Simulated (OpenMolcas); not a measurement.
# Cr⁴⁺ among point charges: CASSCF and CASPT2 levels and susceptibility

How does a field of 8 point charges split the states of Cr⁴⁺, and what χT follows?

The numbers are computed with OpenMolcas 26.06 (state-averaged CASSCF and CASPT2, spin-orbit coupling by RASSI with atomic mean-field integrals), except any that are marked as measured or tabulated.

## 1. Starting point

* Species: Cr⁴⁺ (chromium, Z = 24, 20 electrons)
* Basis: ANO-RCC-VDZP [5s4p2d1f], 34 functions
* Scalar Hamiltonian: DKH2, point nucleus
* Inactive shells: 1s 2s 2p 3s 3p
* Active space: 2 electrons in 5 orbitals (3d)
* Some configurations of this space: 3d²
* Orbitals: optimised for each spin and parity, averaged over all roots

Outer shells as boxes (Hund's rule):

3d2
```
3d [↑ ][↑ ][  ][  ][  ]
```

The ion sits among 8 point charges of -1.6 e arranged as a cube (Oh), 1.66 Å from the ion.

Each step is its own input file, run in one work folder so that later steps find the files of earlier ones. Labels, J, g values, rates, χT and fits are worked out afterwards by a script from the matrices that RASSI stores. The input lists half of the charges; inversion (Group=XYZ) makes the rest.

## 2. GATEWAY and SEWARD: basis and integrals

Input file a.inp:

```
&GATEWAY
Coord
1

Cr 0.0 0.0 0.0
Basis=ANO-RCC-VDZP
Group=XYZ
NoMove
AngMom=0.0 0.0 0.0
AMFI
XField
4 Angstrom 0
0.958401 0.958401 0.958401 -1.600000
0.958401 0.958401 -0.958401 -1.600000
0.958401 -0.958401 0.958401 -1.600000
0.958401 -0.958401 -0.958401 -1.600000
&SEWARD
```

Started as:

```sh
$ OMP_NUM_THREADS=1 MOLCAS_MEM=1689 MOLCAS_PROJECT=a pymolcas a.inp > a.log
```

## 3. CASSCF: triplets of even parity, 10 roots

Input file a.inp:

```
&RASSCF
FileOrb=start.orb
Symmetry=1
Spin=3
nActEl=2 0 0
Inactive=3 6
Ras2=5 0
CIRoot=10 10 1
SDav=10
CIMx=300
Iter=120 100
PrWF=0.3
OrbListing=Nothing
MaxOrb=0
>>> COPY $Project.JobIph JOB001
```

start.orb holds the contracted functions of the basis, ordered by shell, or the orbitals of the step before.

## 4. CASSCF: singlets of even parity, 15 roots

Input file a.inp:

```
&RASSCF
FileOrb=start.orb
Symmetry=1
Spin=1
nActEl=2 0 0
Inactive=3 6
Ras2=5 0
CIRoot=15 15 1
SDav=15
CIMx=300
Iter=120 100
PrWF=0.3
OrbListing=Nothing
MaxOrb=0
>>> COPY $Project.JobIph JOB002
```

## 5. RASSI: spin-orbit coupling between the states

Input file a.inp:

```
&RASSI
NrOfJobIphs=2 10 15
1 2 3 4 5 6 7 8 9 10
1 2 3 4 5 6 7 8 9 10 11 12 13 14 15
IphNames
JOB001
JOB002
EJob
SpinOrbit
DIPRint=1.0
SOCoupling=1000.0
Subsets=2
Property=9
'ANGMOM' 1 'ANGMOM' 2 'ANGMOM' 3 'MLTPL  1' 1 'MLTPL  1' 2 'MLTPL  1' 3
'AMFI' 1 'AMFI' 2 'AMFI' 3
SOProperty=3
'ANGMOM' 1 'ANGMOM' 2 'ANGMOM' 3
```

## 6. CASPT2: IPEA 0.25, imaginary shift 0.1 (closed shells correlated: 3s 3p)

Input file a.inp:

```
>>> COPY JOB001 $Project.JobIph
&CASPT2
Multistate=10 1 2 3 4 5 6 7 8 9 10
NoMult
Frozen=2 3
IPEA=0.25
Imaginary=0.1
MaxIter=60
WThr=0.0 0.3 0.05
PrWF=0.5
NoMix
>>> COPY JOB002 $Project.JobIph
&CASPT2
Multistate=15 1 2 3 4 5 6 7 8 9 10 11 12 13 14 15
NoMult
Frozen=2 3
IPEA=0.25
Imaginary=0.1
MaxIter=60
WThr=0.0 0.3 0.05
PrWF=0.5
NoMix
```

(Steps that only read results are left out.)

Q: Predict the outcome of this session. Wanted: spin-free ground state; first state of the same spin within the active space; lowest level; next level.

**Answer**, as computed:

```
                                            quantity                                                                        value
                                              method  SS-CASPT2, IPEA 0.25, imaginary shift 0.1 (closed shells correlated: 3s 3p)
                              spin-free ground state                                              3A2, 1-fold in its orbital part
first state of the same spin within the active space                                                             3T2 at 5670 cm⁻¹
                                        lowest level                                                                    3-fold T2
                                          next level                                                                  5541.5 cm⁻¹
                                         χT at 300 K                                                               0.88 cm³ K/mol
                           effective moment at 300 K                                                                      2.66 μB
```

Cost by method:

```tsv
method	time of its own steps	time with the reference
A. CASSCF	4.4 s	4.4 s
B. SS-CASPT2, IPEA 0.25, imaginary shift 0.1, +3s 3p	1.6 s	6 s
```

Times are of one thread on a shared host.

**Reading.** The spin-free ground state (3A2) comes to 100 % from free-ion F terms and keeps the highest spin of the shell. χT at 300 K is 0.88, against 1.00 cm³ K/mol for the spin alone, so spin-orbit coupling lowers it. CASPT2 does not keep the components of a term degenerate, and the means are used. The field of point charges can differ much from that of real complexes. This is an electrostatic model: the charges have no orbitals.
